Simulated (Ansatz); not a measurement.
**C₂H₇NOSi: how energies converge with the basis set**

How large a basis does C₂H₇NOSi need? Two functionals are run in growing sets.

Program: Ansatz 0.2.0, Gaussian basis. Level of theory: one geometry, several basis sets. These are calculated values, not measurements.

Levels to be run: PBE0-D4/def2-SVP; ωB97M-V/def2-SVP; PBE0-D4/def2-QZVPP; ωB97M-V/def2-QZVPP; the functionals' def2-TZVPP values are taken from earlier runs.

## Step 1: The relaxed structure

The geometry comes from an earlier relaxation with PBE0-D4 in a triple-zeta def2 set; it is a stationary point, not always the lowest conformer.

SMILES `CN(C)[Si]O`, 12 atoms, charge 0, spin multiplicity 1.

Atoms are counted from 1 here; the program's logs count them from 0.

Bond lengths: C1–N2 1.440 Å, C1–H6 1.092 Å, C1–H7 1.097 Å, C1–H8 1.097 Å, N2–C3 1.447 Å, N2–Si4 1.727 Å, C3–H9 1.097 Å, C3–H10 1.094 Å, C3–H11 1.097 Å, Si4–O5 1.655 Å, O5–H12 0.960 Å. Angles: N2–C1–H6 111.8°, N2–C1–H7 111.3°, N2–C1–H8 111.2°, H6–C1–H7 107.5°, H6–C1–H8 107.3°, H7–C1–H8 107.6°, C1–N2–C3 112.5°, C1–N2–Si4 130.3°, C3–N2–Si4 117.2°, N2–C3–H9 111.4°, N2–C3–H10 109.9°, N2–C3–H11 111.4°, H9–C3–H10 108.1°, H9–C3–H11 107.9°, H10–C3–H11 108.1°, N2–Si4–O5 104.7°, Si4–O5–H12 122.8°.

## Step 2: PBE0-D4 in def2-SVP

The input, in.yaml:

```yaml
crystal:
  periodic: [false, false, false]
  atoms:
    - {symbol: C, position_ang: [-0.987678, -0.292282, 0.440809]}
    - {symbol: N, position_ang: [0.294058, 0.058420, -0.113598]}
    - {symbol: C, position_ang: [1.350701, -0.823089, 0.333104]}
    - {symbol: Si, position_ang: [0.732387, 1.332821, -1.192962]}
    - {symbol: O, position_ang: [-0.683156, 2.138660, -1.486761]}
    - {symbol: H, position_ang: [-1.778002, 0.371350, 0.084394]}
    - {symbol: H, position_ang: [-0.977772, -0.233496, 1.536484]}
    - {symbol: H, position_ang: [-1.271979, -1.315954, 0.166495]}
    - {symbol: H, position_ang: [1.461288, -0.793845, 1.424260]}
    - {symbol: H, position_ang: [2.301951, -0.519517, -0.112791]}
    - {symbol: H, position_ang: [1.153954, -1.862419, 0.041934]}
    - {symbol: H, position_ang: [-1.518654, 1.884251, -1.087269]}
basis:
  gaussian: {orbitals: def2-SVP}
hamiltonian: {xc: pbe0, dispersion: d4}
output: {orbitals: {seedname: orbitals}}
```

Started as:

```console
> ansatz run in.yaml --threads 4 --pin off --events-out ev --progress --plain --max-ram 10444MiB
```

The runs that follow: ωB97M-V in def2-SVP; PBE0-D4 in def2-QZVPP; ωB97M-V in def2-QZVPP.

Before running them: what should the planned runs give, taken together? Wanted: PBE0-D4: double and triple zeta above quadruple; ωB97M-V: double and triple zeta above quadruple.

As calculated:

```
                                       quantity           value
PBE0-D4: double and triple zeta above quadruple  10.17, 0.61 eV
ωB97M-V: double and triple zeta above quadruple  10.42, 0.59 eV
```

PBE0-D4 gains 9.56 eV from double to triple zeta, then 0.61 eV more. Total energies overstate the basis error of differences, where much of it tends to cancel. The LUMO of ωB97M-V is positive and keeps falling with the basis (1.65 to 1.02 eV): an unbound level that the basis holds in place.
